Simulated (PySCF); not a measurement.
**cis-Sn(PH3)2Cl4: geometry, NMR shifts and electronic excitations**

What NMR shifts and electronic excitations should cis-Sn(PH3)2Cl4 (`[PH3]->[Sn](<-[PH3])([Cl])([Cl])([Cl])[Cl]`) show?

Computed with PySCF 2.14.0, with density-fitted response routines of our own, on a single molecule in the gas phase. Atoms count from 0, in the outputs and in this text.

**1. Starting geometry**

13 atoms, charge 0, multiplicity 1; geometry from: GFN1-xTB. The atoms were then displaced at random by about 0.03 Å, so the start is not that level's minimum.

Bonds of the start (Å): Sn0–P1 2.65, Sn0–Cl5 2.35, Sn0–P6 2.63, Sn0–Cl10 2.47, Sn0–Cl11 2.51, Sn0–Cl12 2.36, P1–H2 1.33, P1–H3 1.26, P1–H4 1.37, P6–H7 1.38, P6–H8 1.41, P6–H9 1.33.

**2. Optimising the geometry at PBE0-D3(BJ)/def2-SVP**

The job: settings as JSON, then the geometry in Å.

```
{"job": {"xc": "PBE0", "basis": "def2-SVP", "d3": "d3bj", "grid": 1, "maxiter": 40, "shake": 0.03, "kind": "geom"}, "charge": 0, "multiplicity": 1}
Sn    -0.855120    -0.088970    -0.901940
P     -0.806510     0.235060     1.725990
H      0.082670    -0.543750     2.333510
H     -1.804760    -0.273450     2.312990
H     -0.673690     1.338120     2.528200
Cl    -0.821970    -0.754700    -3.154160
P      1.763190    -0.244160    -0.796350
H      2.621910    -1.319300    -0.671940
H      2.340110     0.580850     0.188930
H      2.316310     0.280560    -1.883850
Cl    -3.181750     0.715410    -0.757950
Cl     0.231500     2.166400    -1.113820
Cl    -1.181270    -2.144190     0.212600
```

On the command line:

```console
$ OMP_NUM_THREADS=1 python probes_run.py task.json out
```

One launch serves the whole session: the jobs run in the order shown.

The log of the run:

```text
step   0  E = -2739.88200151  max force = 0.080064
step   1  E = -2739.91128265  max force = 0.022721
step   2  E = -2739.91392856  max force = 0.016313
step   3  E = -2739.91904550  max force = 0.009690
step   4  E = -2739.91974134  max force = 0.008676
step   5  E = -2739.92072874  max force = 0.004901
step   6  E = -2739.92104428  max force = 0.003246
step   7  E = -2739.92125070  max force = 0.001754
step   8  E = -2739.92130989  max force = 0.001023
step   9  E = -2739.92134068  max force = 0.000909
step  10  E = -2739.92141449  max force = 0.000725
step  11  E = -2739.92149688  max force = 0.001216
step  12  E = -2739.92156176  max force = 0.001141
step  13  E = -2739.92171638  max force = 0.000851
step  14  E = -2739.92182258  max force = 0.000503
step  15  E = -2739.92187525  max force = 0.000792
step  16  E = -2739.92190605  max force = 0.000591
step  17  E = -2739.92191921  max force = 0.000455
step  18  E = -2739.92193531  max force = 0.000265
step  19  E = -2739.92194630  max force = 0.000292
optimisation converged
```

It took 7.4 min on 1 thread of Arm Neoverse V1, shared host; peak memory 0.75 GiB.

The steps of the relaxation:

```csv
step,energy from step 0 (eV),largest force component (eV/Å)
0,0.0000,4.1171
1,-0.7968,1.1684
2,-0.8688,0.8388
3,-1.0080,0.4983
4,-1.0270,0.4461
5,-1.0538,0.2520
6,-1.0624,0.1669
7,-1.0680,0.0902
8,-1.0696,0.0526
9,-1.0705,0.0467
10,-1.0725,0.0373
11,-1.0747,0.0625
12,-1.0765,0.0587
13,-1.0807,0.0438
14,-1.0836,0.0259
15,-1.0850,0.0407
16,-1.0859,0.0304
17,-1.0862,0.0234
18,-1.0867,0.0136
19,-1.0870,0.0150
```

Distances of close pairs at the start and the end, largest changes first:

```csv
bond,before (Å),after (Å),change (Å)
Sn0–P6,2.625,2.822,+0.197
Sn0–P1,2.648,2.814,+0.165
P1–H3,1.265,1.416,+0.152
Sn0–Cl11,2.512,2.396,-0.117
Sn0–Cl10,2.466,2.360,-0.106
P1–H2,1.329,1.421,+0.092
P6–H9,1.328,1.416,+0.088
P1–H4,1.370,1.417,+0.047
```

The end geometry stands in the next job.

```csv
at the end point,value
point group (found at 0.08 Å tolerance),C2
"rotational constants (GHz, main isotopes)","0.619, 0.555, 0.523"
dipole moment (D),7.12
```

**3. Shielding tensors: PBE0/def2-TZVP+pcSseg-1**

The job: settings as JSON, then the geometry in Å.

```
{"job": {"kind": "nmr", "xc": "PBE0", "basis": {"default": "pcSseg-1", "Sn": "def2-TZVP"}}, "charge": 0, "multiplicity": 1}
Sn    -0.919322    -0.004519    -0.913582
P     -0.890802     0.418774     1.867989
H      0.288750     0.280769     2.648443
H     -1.745887    -0.433887     2.608138
H     -1.322310     1.682266     2.342428
Cl    -0.661893    -0.402088    -3.224656
P      1.870682    -0.428250    -0.893358
H      2.344768    -1.690680    -1.329188
H      2.659388    -0.291502     0.280561
H      2.606653     0.423818    -1.752696
Cl    -3.228277     0.403626    -0.642362
Cl    -0.110376     2.249846    -0.857771
Cl    -0.860753    -2.260293    -0.111736
```

Method: GIAO PBE0/pcSseg-1 Sn:def2-TZVP NMR shielding, scalar relativity only through core potentials, gas phase.

The log of the run:

```text
coarse grid: 60952 points
cycle   1  E = -2738.4230534731  dE = -3.453e+01  |g| = 3.110e+00  |ddm| = 3.134e+01
cycle   2  E = -2687.4025309949  dE =  5.102e+01  |g| = 9.862e+00  |ddm| = 2.865e+01
cycle   3  E = -2740.4141084091  dE = -5.301e+01  |g| = 9.351e-01  |ddm| = 2.781e+01
cycle   4  E = -2740.5294292893  dE = -1.153e-01  |g| = 5.193e-01  |ddm| = 1.775e+00
cycle   5  E = -2740.6009398569  dE = -7.151e-02  |g| = 1.271e-01  |ddm| = 8.147e-01
cycle   6  E = -2740.6044809644  dE = -3.541e-03  |g| = 5.241e-02  |ddm| = 1.855e-01
cycle   7  E = -2740.6049606460  dE = -4.797e-04  |g| = 8.189e-03  |ddm| = 6.712e-02
cycle   8  E = -2740.6049797146  dE = -1.907e-05  |g| = 3.029e-03  |ddm| = 1.711e-02
cycle   9  E = -2740.6049820981  dE = -2.384e-06  |g| = 5.364e-04  |ddm| = 4.695e-03
final grid: 117112 points
cycle  10  E = -2740.6049078921  dE = -8.830e-08  |g| = 5.197e-04  |ddm| = 1.906e-03
cycle  11  E = -2740.6049078678  dE =  2.425e-08  |g| = 6.041e-04  |ddm| = 1.461e-03
cycle  12  E = -2740.6049079520  dE = -8.414e-08  |g| = 6.897e-05  |ddm| = 8.417e-04
cycle  13  E = -2740.6049079534  dE = -1.408e-09  |g| = 1.063e-05  |ddm| = 1.140e-04
cycle  14  E = -2740.6049079534  dE = -3.411e-11  |g| = 3.703e-06  |ddm| = 1.915e-05
converged SCF energy = -2740.6049079534

GIAO shielding tensors (ppm)
atom      isotropic    diamagn.    paramagn.     s11        s22        s33       span
  0 Sn         nan         nan         nan        nan        nan        nan        nan
  1 P      497.494     967.738    -470.244    466.619    504.234    521.628     55.009
  2 H       27.651      29.207      -1.556     23.327     24.807     34.818     11.491
  3 H       27.565      28.393      -0.828     23.103     24.921     34.672     11.569
  4 H       27.578      28.331      -0.753     23.068     24.642     35.025     11.958
  5 Cl     654.662    1147.197    -492.534    472.605    480.738   1010.644    538.039
  6 P      498.376     967.736    -469.360    467.708    505.431    521.990     54.282
  7 H       27.596      28.329      -0.733     23.079     24.654     35.056     11.978
  8 H       27.672      29.208      -1.536     23.357     24.807     34.852     11.495
  9 H       27.584      28.407      -0.823     23.118     24.947     34.685     11.567
 10 Cl     655.042    1147.203    -492.162    473.887    480.716   1010.523    536.636
 11 Cl     525.650    1148.965    -623.315    263.478    351.888    961.586    698.108
 12 Cl     527.926    1148.939    -621.013    266.999    354.607    962.171    695.172
```

Wall time 71 s (1 thread of Arm Neoverse V1, shared host); peak memory 1.3 GiB.

The references, computed at this level on geometries of the same kind, shield at (ppm): 1H TMS 31.27, 31P H3PO4 310.1, 35Cl HCl 943. Their shielding less the atom's gives the shift. The references are single molecules in the gas phase, so shifts against H2O, NH3, PH3, H3PO4 or CFCl3 are not on the usual liquid scales and can be off by tens of ppm. Atoms listed in one row are averaged.

```csv
atoms,environment,σ (ppm),δ (ppm)
"H2, H3, H4, H7, H8, H9",hydrogen on a phosphorus bonded to Sn,27.61,3.66
"P1, P6","phosphorus bonded to Sn, 3 H",497.9,-187.8
"Cl11, Cl12",chlorine bonded to Sn,527,416
"Cl5, Cl10",chlorine bonded to Sn,655,288
```

Atoms past Kr carry core potentials, so their printed shieldings have no meaning and are left out of the table.

Charges from the same density, by scheme (e):

```csv
atoms,Mulliken,ESP fit
Sn0,0.42,0.17
"P1, P6",0.01,0.11
"Cl5, Cl10",-0.25,-0.16
"Cl11, Cl12",-0.28,-0.22
```

Mayer bond orders: Sn0–P1 0.46, Sn0–Cl5 1.01, Sn0–P6 0.46, Sn0–Cl10 1.01, Sn0–Cl11 0.93, Sn0–Cl12 0.93.

With diffuse functions Mulliken charges and Mayer bond orders lose their meaning; the other schemes are steadier.

Orbitals, density, ELF and potential are computed afterwards from the orbital file.

Frontier orbitals at PBE0/def2-TZVP+pcSseg-1, with the share of their density that lies nearest to each atom:

```csv
orbital,energy (eV),lies on
HOMO,-8.33,"Cl11, Cl12 about 27 % each; P1, P6 about 12 % each"
LUMO,-3.00,"Sn0 36 %; Cl11, Cl12 about 13 % each; Cl5, Cl10 about 10 % each"
```

ELF in a plane through or near 7 of the atoms.

Ten even steps from ' ' (0.00) to '@' (1.00):
```
                                                        
                                                        
                                                        
                  ....            ....                  
              ::%%@@@@**        **@@@@##::              
            ..##@@@@@@@@--    ==@@@@@@@@**..            
          ....**@@@@@@@@--    --@@@@@@@@**....          
          ..--====++%%##::    ::##%%++==----..          
          ::++..##**  %%**    **%%..####..++::          
          ::==--::::**@@++....++@@**::..--==::          
            ::==**%%@@##::....::##@@%%**==::            
                ..::::..--####--..::::..                
            ..::------..**::::**..--------..            
          --**%%%%##%%++..====::++%%##%%%%##--          
        ..==##%%--**  ##==....==##..**--%%##==..        
          ::**%%----++%%++    ==%%**----%%**::          
          ..==##%%%%%%%%==    --##%%%%%%##==..          
            ..--++****++..    ..==****++--..            
                ........          ......                
                                                        
```
The map spans 11.1 Å across and 10.7 Å up, centred on the molecule. Atoms in the plane (x, y in Å): Sn0 (0.0, -1.3), P1 (2.0, 0.7), H2 (1.7, 2.1), Cl5 (-1.8, -2.8), P6 (-2.0, 0.7), H8 (-1.7, 2.1), Cl10 (1.9, -2.7).

On the surface of density 0.002 e/bohr³ the electrostatic potential runs, from the 1st to the 99th percentile, from -1.05 V near Cl10 to 1.64 V near H2.

**4. Excited states and response: PBE0/def2-SVPD**

Same as in step 3 but for these lines:

```diff
@@ -1,2 +1,2 @@
-{"job": {"kind": "nmr", "xc": "PBE0", "basis": {"default": "pcSseg-1", "Sn": "def2-TZVP"}}, "charge": 0, "multiplicity": 1}
+{"job": {"kind": "uv", "xc": "PBE0", "basis": "def2-SVPD", "ip": true, "nstates": 10}, "charge": 0, "multiplicity": 1}
 Sn    -0.919322    -0.004519    -0.913582
```

Level: TDDFT PBE0/def2-SVPD, vertical, gas phase, core orbitals frozen in the response.

The log of the run:

```text
coarse grid: 60952 points
cycle   1  E = -2736.9909925836  dE = -2.018e+01  |g| = 3.340e+00  |ddm| = 1.278e+01
cycle   2  E = -2680.0744247435  dE =  5.692e+01  |g| = 9.589e+00  |ddm| = 3.205e+01
cycle   3  E = -2739.4632951632  dE = -5.939e+01  |g| = 1.329e+00  |ddm| = 3.068e+01
cycle   4  E = -2739.7649611258  dE = -3.017e-01  |g| = 7.424e-01  |ddm| = 3.638e+00
cycle   5  E = -2739.9188263287  dE = -1.539e-01  |g| = 2.471e-01  |ddm| = 1.313e+00
cycle   6  E = -2739.9372746940  dE = -1.845e-02  |g| = 9.289e-02  |ddm| = 5.948e-01
cycle   7  E = -2739.9392811582  dE = -2.006e-03  |g| = 1.180e-02  |ddm| = 1.790e-01
cycle   8  E = -2739.9393135658  dE = -3.241e-05  |g| = 5.941e-03  |ddm| = 3.483e-02
cycle   9  E = -2739.9393247143  dE = -1.115e-05  |g| = 7.765e-04  |ddm| = 1.223e-02
cycle  10  E = -2739.9393248975  dE = -1.832e-07  |g| = 1.844e-04  |ddm| = 1.608e-03
final grid: 117112 points
cycle  11  E = -2739.9391772616  dE = -8.596e-08  |g| = 2.304e-04  |ddm| = 4.691e-03
cycle  12  E = -2739.9391772564  dE =  5.244e-09  |g| = 2.646e-04  |ddm| = 9.495e-04
cycle  13  E = -2739.9391772785  dE = -2.214e-08  |g| = 2.459e-05  |ddm| = 5.074e-04
cycle  14  E = -2739.9391772787  dE = -1.787e-10  |g| = 6.422e-06  |ddm| = 5.538e-05
converged SCF energy = -2739.9391772787

Static polarisability (au): isotropic 157.621, principal 146.552 158.798 167.512

Singlet excitations
state   eV       nm        f      main configurations
  1   4.0942    302.8   0.06370   H->L 0.97
  2   4.0992    302.5   0.04605   H-1->L 0.95
  3   4.2296    293.1   0.00011   H-2->L 0.99
  4   4.3243    286.7   0.00963   H-3->L 0.98
  5   4.4206    280.5   0.00009   H-4->L 0.99
  6   4.8172    257.4   0.00383   H-5->L 0.83, H-6->L 0.16
  7   4.9610    249.9   0.00806   H-9->L 0.54, H-8->L 0.43
  8   4.9626    249.8   0.01134   H-8->L 0.53, H-9->L 0.45
  9   5.2536    236.0   0.00002   H-7->L 0.93
 10   5.2813    234.8   0.00284   H-6->L 0.77, H-5->L 0.15

Triplet excitations (Tamm-Dancoff, eV): 3.6245 3.6721 3.9831 4.0254
Vertical ionisation energy (delta-SCF) = 9.8453 eV
Vertical electron affinity (delta-SCF) = 1.7070 eV
```

Wall time 5.5 min (1 thread of Arm Neoverse V1, shared host); peak memory 1.2 GiB.

The orbitals next to the gap, with their largest atomic shares:

```csv
orbital,eV,atoms
HOMO−3,-8.68,"Cl10 31 %, Cl5 31 %, Cl11 18 %"
HOMO−2,-8.63,"Cl5 31 %, Cl10 31 %, Cl11 18 %"
HOMO−1,-8.33,"Cl11 27 %, Cl12 27 %, P1 14 %"
HOMO,-8.33,"P6 18 %, Cl11 17 %, Cl12 16 %"
LUMO,-3.16,"Sn0 25 %, Cl12 16 %, Cl11 16 %"
LUMO+1,-0.55,"P1 24 %, P6 23 %, Sn0 7 %"
LUMO+2,-0.32,"P1 15 %, P6 15 %, Sn0 12 %"
```

With each of the 10 states as a Gaussian band of 0.4 eV half-width at 1/e, the curve within the window shown has maxima at 301 nm (ε 4,800) L/(mol cm). Beyond the last state computed it falls off for lack of states. The curve at chosen wavelengths:

nm, ε (L/mol/cm) and a bar:
```
      222        141 
      227        275 #
      233        504 ##
      238        718 ####
      243        904 #####
      248       1028 ######
      254       1101 ######
      259       1160 #######
      264       1302 ########
      270       1676 ##########
      275       2180 #############
      280       2819 #################
      285       3500 ######################
      291       4214 ###########################
      296       4607 #############################
      301       4752 ##############################
      306       4641 #############################
      312       4222 ###########################
      317       3710 #######################
      322       3128 ###################
      328       2425 ###############
      333       1890 ###########
      338       1429 ########
      343       1051 ######
      349        703 ####
      354        491 ##
```

Leading natural transition orbitals of singlet state 1: the hole lies on Cl11, Cl12 about 22 % each; P1, P6 about 12 % each; Cl5, Cl10 about 11 % each; the particle on Sn0 34 %; Cl11, Cl12 about 13 % each; Cl5, Cl10 about 10 % each.

Ground-state properties from the same run:

```csv
property,computed
dipole moment (D),6.86
polarisability (Å³),23.36
HOMO–LUMO gap (eV),5.17
−ε(HOMO) (eV),8.33
```

**5. Nuclear shieldings: KT2/def2-TZVP+pcSseg-1**

Same as in step 4 but for these lines:

```diff
@@ -1,2 +1,2 @@
-{"job": {"kind": "uv", "xc": "PBE0", "basis": "def2-SVPD", "ip": true, "nstates": 10}, "charge": 0, "multiplicity": 1}
+{"job": {"kind": "nmr", "xc": "KT2", "basis": {"default": "pcSseg-1", "Sn": "def2-TZVP"}, "pop": false}, "charge": 0, "multiplicity": 1}
 Sn    -0.919322    -0.004519    -0.913582
```

Method: GIAO KT2/pcSseg-1 Sn:def2-TZVP NMR shielding, scalar relativity only through core potentials, gas phase.

The log of the run:

```text
coarse grid: 60952 points
cycle   1  E = -2758.9523278674  dE = -3.344e+01  |g| = 3.594e+00  |ddm| = 3.066e+01
cycle   2  E = -2700.4183495484  dE =  5.853e+01  |g| = 9.338e+00  |ddm| = 2.861e+01
cycle   3  E = -2761.1286583188  dE = -6.071e+01  |g| = 1.839e+00  |ddm| = 2.778e+01
cycle   4  E = -2761.1634775952  dE = -3.482e-02  |g| = 1.658e+00  |ddm| = 3.770e+00
cycle   5  E = -2761.9135529455  dE = -7.501e-01  |g| = 5.132e-01  |ddm| = 2.761e+00
cycle   6  E = -2761.9563825818  dE = -4.283e-02  |g| = 3.327e-01  |ddm| = 7.757e-01
cycle   7  E = -2761.9770860854  dE = -2.070e-02  |g| = 1.464e-01  |ddm| = 5.192e-01
cycle   8  E = -2761.9824385499  dE = -5.352e-03  |g| = 4.674e-02  |ddm| = 2.570e-01
cycle   9  E = -2761.9830588396  dE = -6.203e-04  |g| = 1.708e-02  |ddm| = 1.091e-01
cycle  10  E = -2761.9831431904  dE = -8.435e-05  |g| = 3.712e-03  |ddm| = 3.139e-02
cycle  11  E = -2761.9831467457  dE = -3.555e-06  |g| = 1.117e-03  |ddm| = 6.307e-03
final grid: 117112 points
cycle  12  E = -2761.9830627289  dE =  6.896e-07  |g| = 1.983e-03  |ddm| = 5.158e-03
cycle  13  E = -2761.9830595762  dE =  3.153e-06  |g| = 3.724e-03  |ddm| = 8.880e-03
cycle  14  E = -2761.9830639747  dE = -4.398e-06  |g| = 1.905e-04  |ddm| = 5.869e-03
cycle  15  E = -2761.9830639853  dE = -1.065e-08  |g| = 4.032e-05  |ddm| = 3.703e-04
cycle  16  E = -2761.9830639858  dE = -4.666e-10  |g| = 1.047e-05  |ddm| = 7.305e-05
converged SCF energy = -2761.9830639858

GIAO shielding tensors (ppm)
atom      isotropic    diamagn.    paramagn.     s11        s22        s33       span
  0 Sn         nan         nan         nan        nan        nan        nan        nan
  1 P      512.083     970.214    -458.130    479.873    518.846    537.531     57.658
  2 H       27.546      29.625      -2.079     23.314     24.793     34.531     11.217
  3 H       27.503      28.713      -1.211     23.173     24.911     34.424     11.250
  4 H       27.506      28.654      -1.149     23.114     24.624     34.779     11.665
  5 Cl     575.528    1149.556    -574.028    361.019    378.583    986.981    625.962
  6 P      512.861     970.203    -457.342    480.831    519.941    537.811     56.980
  7 H       27.524      28.647      -1.124     23.124     24.636     34.811     11.687
  8 H       27.568      29.621      -2.052     23.347     24.794     34.565     11.219
  9 H       27.522      28.724      -1.202     23.192     24.938     34.437     11.246
 10 Cl     576.136    1149.562    -573.426    364.970    376.558    986.880    621.910
 11 Cl     450.236    1151.295    -701.059    155.659    259.989    935.062    779.403
 12 Cl     452.712    1151.271    -698.559    159.517    262.923    935.695    776.177
```

Run time: 60 s. Hardware: 1 thread of Arm Neoverse V1, shared host; peak memory 1.1 GiB.

In short: δ P1 -187.0, Cl11 491, Cl5 367, H2 3.65 ppm (means over like atoms).

**6. Run by run: NMR shifts**

Shifts (ppm), means over like atoms, with basis size and wall time:

```csv
run,H2,P1,Cl11,Cl5,functions,time
PBE0/def2-TZVP+pcSseg-1,3.66,-187.8,416,288,224,71 s
KT2/def2-TZVP+pcSseg-1,3.65,-187.0,491,367,224,60 s
```

**7. Summary of results**

```
                                                                           quantity                        value
                                                                        point group                           C2
                                               rotational constants (main isotopes)         0.62, 0.56, 0.52 GHz
   1H shifts against TMS (PBE0/def2-TZVP+pcSseg-1, means over atoms taken as alike)                     3.66 ppm
31P shifts against H3PO4 (PBE0/def2-TZVP+pcSseg-1, means over atoms taken as alike)                   -187.8 ppm
 35Cl shifts against HCl (PBE0/def2-TZVP+pcSseg-1, means over atoms taken as alike)                 416, 288 ppm
                                              surface potential, 1st and 99th percentile           -1.05 V and 1.64 V
                                                    lowest singlet (PBE0/def2-SVPD)  4.09 eV (303 nm), f = 0.064
                                                                     lowest triplet                      3.62 eV
                                                  vertical ionisation energy (ΔSCF)                      9.85 eV
                                                  vertical electron affinity (ΔSCF)                      1.71 eV
                                                          range of the shift of Cl5               288 to 367 ppm
```

In words: The start was shaken at random, so part of the energy gained undoes that. Relaxing lowered the energy by 1.087 eV in 19 steps; the close pair that moved most is Sn0–P6, from 2.625 to 2.822 Å. At PBE0/def2-TZVP+pcSseg-1: The largest span, 697 ppm, is at Cl11, Cl12, where the paramagnetic term is -622 ppm. By nearest atom (PBE0/def2-TZVP+pcSseg-1), the HOMO sits on Cl11, Cl12 about 27 % each; P1, P6 about 12 % each and the LUMO on Sn0 36 %; Cl11, Cl12 about 13 % each. The first singlet state (HOMO→LUMO 0.97) lies at 4.09 eV and is bright; of the 10 states computed, the strongest absorption comes from states 1 to 2 together at 4.09 eV. The lowest triplet lies 0.47 eV below the lowest singlet (triplets in Tamm-Dancoff, singlets in full TDDFT). Spin-orbit coupling, left out, mixes singlets and triplets in elements this heavy. The orbital energy would give 8.33 eV for ionisation, ΔSCF gives 9.85 eV. Across the 2 runs the shift of Cl5 (with its like atoms) moves most, between 288 (PBE0/def2-TZVP+pcSseg-1) and 367 ppm (KT2/def2-TZVP+pcSseg-1). Spin-orbit coupling is left out, which matters for shieldings and couplings at and beside the heavy atoms.
